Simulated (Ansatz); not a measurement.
# C₇H₁₄: a ladder of functionals and wavefunction methods

An exercise on one series of results from a longer session: the logs are not shown, and one member is left open.

Computed with Ansatz 0.2.0, Gaussian basis. Level: functionals in def2-TZVPP, the program's frozen cores in correlated methods.

The runs, in order: LDA (SPW92), PBE-D4, revPBE-D4, BLYP-D4, r2SCAN-D4, B97M-V, PBE0-D4, B3LYP-D4, r2SCANh-D4, r2SCAN0-D4, HSE06-D4, BHLYP-D4, CAM-B3LYP-D4, LC-ωPBE, ωB97X-V, ωB97M-V, B2PLYP, PBE-QIDH; CCSD(T)/def2-SVP; CCSD(T)/def2-TZVPP; MP2/def2-QZVPP; extrapolation to the limit; RPA on PBE.

1 further run of the same task is left out (it didn't finish). Runs told in other sessions of the task aren't counted.

**The geometry**

All runs share one geometry, relaxed beforehand with PBE0-D4 in a triple-zeta def2 set.

SMILES `CC/C=C(/C)CC`, 21 atoms, charge 0, spin multiplicity 1.

Atoms are counted from 1 here; the program's logs count them from 0.

Bond lengths: C1–C2 1.525 Å, C1–H8 1.093 Å, C1–H9 1.093 Å, C1–H10 1.093 Å, C2–C3 1.493 Å, C2–H11 1.093 Å, C2–H12 1.097 Å, C3–C4 1.333 Å, C3–H13 1.090 Å, C4–C5 1.498 Å, C4–C6 1.503 Å, C5–H14 1.095 Å, C5–H15 1.091 Å, C5–H16 1.096 Å, C6–C7 1.526 Å, C6–H17 1.092 Å, C6–H18 1.096 Å, C7–H19 1.092 Å and more. Angles: C2–C1–H8 110.8°, C2–C1–H9 111.4°, C2–C1–H10 111.0°, H8–C1–H9 108.2°, H8–C1–H10 107.5°, H9–C1–H10 107.8°, C1–C2–C3 112.3°, C1–C2–H11 109.8°, C1–C2–H12 108.8°, C3–C2–H11 111.0°, C3–C2–H12 108.8°, H11–C2–H12 105.9°, C2–C3–C4 127.9°, C2–C3–H13 114.8°, C4–C3–H13 117.3°, C3–C4–C5 120.9°, C3–C4–C6 123.8°, C5–C4–C6 115.2° and more.

The first run:

in.yaml

```yaml
crystal:
  periodic: [false, false, false]
  atoms:
    - {symbol: C, position_ang: [0.768144, -1.590793, -2.381187]}
    - {symbol: C, position_ang: [1.084086, -0.512773, -1.349725]}
    - {symbol: C, position_ang: [-0.120797, 0.287142, -0.979226]}
    - {symbol: C, position_ang: [-0.689811, 0.402964, 0.221199]}
    - {symbol: C, position_ang: [-1.904768, 1.256080, 0.417748]}
    - {symbol: C, position_ang: [-0.169779, -0.267040, 1.462621]}
    - {symbol: C, position_ang: [0.704847, 0.655490, 2.306990]}
    - {symbol: H, position_ang: [0.053776, -2.314174, -1.980950]}
    - {symbol: H, position_ang: [1.669305, -2.131305, -2.680795]}
    - {symbol: H, position_ang: [0.325332, -1.154506, -3.280638]}
    - {symbol: H, position_ang: [1.538538, -0.967626, -0.466465]}
    - {symbol: H, position_ang: [1.842740, 0.162263, -1.765256]}
    - {symbol: H, position_ang: [-0.583896, 0.825248, -1.806440]}
    - {symbol: H, position_ang: [-1.733642, 2.023254, 1.180446]}
    - {symbol: H, position_ang: [-2.199358, 1.757882, -0.505139]}
    - {symbol: H, position_ang: [-2.750720, 0.653700, 0.766814]}
    - {symbol: H, position_ang: [0.395394, -1.165989, 1.207462]}
    - {symbol: H, position_ang: [-1.022348, -0.601845, 2.064273]}
    - {symbol: H, position_ang: [1.594537, 0.958991, 1.750731]}
    - {symbol: H, position_ang: [1.029808, 0.159558, 3.224859]}
    - {symbol: H, position_ang: [0.168610, 1.563470, 2.592686]}
basis:
  gaussian: {orbitals: def2-TZVPP}
hamiltonian: {xc: lda}
output: {orbitals: {seedname: orbitals}}
```

Started as:

```
ansatz run in.yaml --threads 2 --pin off --events-out ev --progress --plain --max-ram 32768MiB --backend cuda --devices 0, --max-vram 18GiB
```

Among the steps run: LDA; PBE-D4 (GGA); revPBE-D4 (GGA); BLYP-D4 (GGA); r2SCAN-D4 (meta-GGA); B97M-V (meta-GGA); PBE0-D4 (hybrid); B3LYP-D4 (hybrid); r2SCANh-D4 (hybrid); r2SCAN0-D4 (hybrid); HSE06-D4 (hybrid); BHLYP-D4 (hybrid); CAM-B3LYP-D4 (range-separated); LC-ωPBE (range-separated); ωB97X-V (range-separated); ωB97M-V (range-separated); B2PLYP (double hybrid); PBE-QIDH (double hybrid).

One table of the session follows, with a row left open; its other results are not shown here.

It belongs to the step «Frontier levels by functional». 

| functional | HOMO (eV) | LUMO (eV) | gap (eV) |
| --- | --- | --- | --- |
| LDA (SPW92) | -5.67 | -0.54 | 5.14 |
| PBE-D4 | -5.52 | -0.34 | 5.19 |
| revPBE-D4 | -5.46 | -0.25 | 5.21 |
| BLYP-D4 | -5.38 | -0.22 | 5.16 |
| r2SCAN-D4 | -5.69 | -0.05 | 5.64 |
| B97M-V | -5.75 | -0.10 | 5.65 |
| PBE0-D4 | -6.61 | 0.64 | 7.25 |
| B3LYP-D4 | -6.41 | 0.39 | 6.79 |
| r2SCANh-D4 | -6.10 | 0.31 | 6.41 |
| r2SCAN0-D4 | ? | ? | ? |
| HSE06-D4 | -6.21 | 0.26 | 6.47 |
| BHLYP-D4 | -7.56 | 1.56 | 9.12 |
| CAM-B3LYP-D4 | -7.91 | 1.65 | 9.57 |
| LC-ωPBE | -9.26 | 2.87 | 12.13 |
| ωB97X-V | -8.90 | 2.71 | 11.61 |
| ωB97M-V | -8.82 | 2.42 | 11.23 |

**Question.** Estimate the row for r2SCAN0-D4.

Worked estimate for «HOMO (eV)». Against the share of exact exchange, r2SCAN-D4 (0, -5.69), r2SCANh-D4 (0.1, -6.10) give a slope of -4.10 per unit share; at 0.25 the line stands at -6.71.

As computed: HOMO (eV): -6.72; LUMO (eV): 0.83; gap (eV): 7.55. In «HOMO (eV)» the line misses by +0.01.
